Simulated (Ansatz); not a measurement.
Runs of Ansatz 0.2.0 on TaVN2. The structure is tetragonal, space group P4/mmm (No. 123). Conventional cell: a = 3.050 Å, b = 3.050 Å, c = 4.296 Å, α = 90.00°, β = 90.00°, γ = 90.00°. Ta (site symmetry 4/mmm) has 6 N at 2.15 to 2.16 Å as nearest neighbours. V (site symmetry 4/mmm) is surrounded by 6 N at 2.15 to 2.16 Å. N (site symmetry 4/mmm) is surrounded by 2 V at 2.15 Å and 4 Ta at 2.16 Å. N (site symmetry 4/mmm) is surrounded by 2 Ta at 2.15 Å and 4 V at 2.16 Å. The cell comes from a database or a generator and needn't be the stable form of this composition.

```csv
potentials or basis,cutoff (eV),basis error allowed,pressure (GPa),moment (μB)
all-electron PAW datasets made for the crystal,500,-,-11.1,0.93
"all-electron LAPW, scalar-relativistic",350,0.002 eV/atom,-11.1,0.93
"all-electron LAPW, inner shells corrected to Dirac's equation",350,0.002 eV/atom,-11.1,0.93
"all-electron LAPW, non-relativistic",347,0.002 eV/atom,-1.8,(a)
```

Alike in all rows: task band structure; level PBEsol; spin collinear, ferromagnetic start; cell as given; k mesh 9 × 9 × 6; smearing fermi-dirac 0.05 eV.

**Question.** Fill in the values left out.

**Answer.** (a) 0.80.

Caveats: relativity is left out, which matters for the heavier elements (some runs).

The runs don't all hold the same shells in valence.
